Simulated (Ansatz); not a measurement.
# BaYAuC6N6: the cost of one run

Method: DFT PBE, scalar-relativistic, plane waves, PAW, in Ansatz 0.2.0.

### 1 The starting structure

It takes space group F-43m (No. 216, cubic). The conventional cell has a = 10.594 Å, b = 10.594 Å, c = 10.594 Å, α = 90.00°, β = 90.00°, γ = 90.00°. Ba (site symmetry -43m) is surrounded by 12 N at 3.77 Å and 12 C at 3.82 Å. Y (site symmetry -43m) is surrounded by 6 N at 2.21 Å. C (site symmetry 2mm) is surrounded by 1 N at 1.17 Å and 1 Au at 1.92 Å. Au (site symmetry -43m) is surrounded by 6 C at 1.92 Å. Around N (site symmetry 2mm) lie 1 C at 1.17 Å.

As a file:

```cif
data_structure
_symmetry_space_group_name_H-M 'P 1'
_symmetry_Int_Tables_number 1
_cell_length_a 7.4911
_cell_length_b 7.4911
_cell_length_c 7.4911
_cell_angle_alpha 60.000
_cell_angle_beta 60.000
_cell_angle_gamma 60.000
_cell_volume 297.25
loop_
_atom_site_label
_atom_site_type_symbol
_atom_site_fract_x
_atom_site_fract_y
_atom_site_fract_z
_atom_site_occupancy
Ba1 Ba 0.75000 0.75000 0.75000 1
Y1 Y 0.50000 0.50000 0.50000 1
C1 C 0.81905 0.18095 0.18095 1
C2 C 0.18095 0.18095 0.81905 1
C3 C 0.81905 0.18095 0.81905 1
C4 C 0.18095 0.81905 0.81905 1
C5 C 0.81905 0.81905 0.18095 1
C6 C 0.18095 0.81905 0.18095 1
Au1 Au 0.00000 0.00000 0.00000 1
N1 N 0.70861 0.29139 0.29139 1
N2 N 0.29139 0.29139 0.70861 1
N3 N 0.70861 0.29139 0.70861 1
N4 N 0.29139 0.70861 0.70861 1
N5 N 0.70861 0.70861 0.29139 1
N6 N 0.29139 0.70861 0.29139 1
```

A structure generator made this guess: cyanide-bridged rock-salt net of two metals, 1 guest cations a cell (F-43m, No. 216). Lengths come from tabulated atomic sizes and are only a guess.

### 2 The guess as it stands, on a coarse mesh

input.yaml

```yaml
crystal:
  lattice:
    - [0.0, 5.297, 5.297]
    - [5.297, 0.0, 5.297]
    - [5.297, 5.297, 0.0]
  atoms:
    - { symbol: Ba, position: [0.75, 0.75, 0.75] }
    - { symbol: "Y", position: [0.5, 0.5, 0.5] }
    - { symbol: C, position: [0.81904852, 0.18095148, 0.18095148] }
    - { symbol: C, position: [0.18095148, 0.18095148, 0.81904852] }
    - { symbol: C, position: [0.81904852, 0.18095148, 0.81904852] }
    - { symbol: C, position: [0.18095148, 0.81904852, 0.81904852] }
    - { symbol: C, position: [0.81904852, 0.81904852, 0.18095148] }
    - { symbol: C, position: [0.18095148, 0.81904852, 0.18095148] }
    - { symbol: Au, position: [0.0, 0.0, 0.0] }
    - { symbol: "N", position: [0.70860865, 0.29139135, 0.29139135] }
    - { symbol: "N", position: [0.29139135, 0.29139135, 0.70860865] }
    - { symbol: "N", position: [0.70860865, 0.29139135, 0.70860865] }
    - { symbol: "N", position: [0.29139135, 0.70860865, 0.70860865] }
    - { symbol: "N", position: [0.70860865, 0.70860865, 0.29139135] }
    - { symbol: "N", position: [0.29139135, 0.70860865, 0.29139135] }
basis:
  ecutwfc: 420
kpoints:
  mp_grid: { grid: [4, 4, 4] }
hamiltonian:
  xc: pbe
scf:
  occupations: { method: gaussian, width: 0.1 }
  lower_state_search: "off"
output:
  forces: true
  stress: true
  eigenvalues: true
```

On the command line:

```sh
> ansatz run input.yaml --threads 1 --pin off --max-ram 2560MiB --backend cpu --events-out ev --progress --plain --runs-dir out
```

Q: Estimate wall time and peak memory on 1 thread of AMD EPYC 9R45 (Zen 5), shared host.

About 5.5 s, with a peak of 0.64 GiB.
